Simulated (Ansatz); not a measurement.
# Al4Ru3: the cost of one run

Method: DFT PBE, scalar-relativistic, plane waves, PAW, unless a step names another level, in Ansatz 0.2.0.

2 further runs of the same task are left out: 2 that didn't finish.

## 1. The structure to begin with

The structure is tetragonal, space group I4/mmm (No. 139). The conventional cell has a = 3.074 Å, b = 3.074 Å, c = 20.365 Å, α = 90.00°, β = 90.00°, γ = 90.00°. Al (site symmetry 4mm) is surrounded by 5 Ru at 2.52 to 2.89 Å and 5 Al at 2.71 to 2.83 Å. Around Al (site symmetry 4mm) lie 8 Ru at 2.62 to 2.67 Å and 2 Al at 2.83 to 2.91 Å. Ru (site symmetry 4mm) has 9 Al at 2.52 to 2.89 Å as nearest neighbours. Ru (site symmetry 4/mmm) has 8 Al at 2.62 Å as nearest neighbours.

Coordinates:

```
CELL_PARAMETERS angstrom
-1.53715 1.53715 10.18232
1.53715 -1.53715 10.18232
1.53715 1.53715 -10.18232
ATOMIC_POSITIONS crystal
Al 0.28970 0.28970 0.00000
Al 0.71030 0.71030 0.00000
Al 0.42853 0.42853 0.00000
Al 0.57147 0.57147 0.00000
Ru 0.85223 0.85223 0.00000
Ru 0.14777 0.14777 0.00000
Ru 0.00000 0.00000 0.00000
```

It came out lowest among 19 distinct ends of the trial cells. At a tolerance of 0.05 Å it has space group I4/mmm (No. 139).

## 2. Tight relaxation for the response runs, on the response runs' mesh and smearing

File input.yaml:

```yaml
crystal:
  lattice:
    - [-1.5371520361, 1.5371520361, 10.1823197615]
    - [1.5371520361, -1.5371520361, 10.1823197615]
    - [1.5371520361, 1.5371520361, -10.1823197615]
  atoms:
    - { symbol: Al, position: [0.2897001633, 0.2897001633, 0.0] }
    - { symbol: Al, position: [0.7102998367, 0.7102998367, 0.0] }
    - { symbol: Al, position: [0.4285253035, 0.4285253035, 0.0] }
    - { symbol: Al, position: [0.5714746965, 0.5714746965, 0.0] }
    - { symbol: Ru, position: [0.8522342984, 0.8522342984, 0.0] }
    - { symbol: Ru, position: [0.1477657016, 0.1477657016, 0.0] }
    - { symbol: Ru, position: [0.0, 0.0, 0.0] }
basis:
  ecutwfc: 420
kpoints:
  mp_grid: { grid: [14, 14, 14] }
hamiltonian:
  xc: pbe
scf:
  occupations: { method: gaussian, width: 0.1 }
output:
  forces: true
  stress: true
  eigenvalues: true
relax:
  adjacent_minimum: "off"
  f_tol: 0.001
  max_steps: 60
  cell: { stress_tol: 0.01 }
```

Run with:

```bash
$ ansatz run input.yaml --threads 3 --pin off --max-ram 7680MiB --backend cpu --events-out ev --progress --plain --runs-dir out
```

What time and memory should one allow on 3 threads of AMD EPYC 7R43 (Zen 3), shared host?

About 76 s, with a peak of 0.91 GiB.
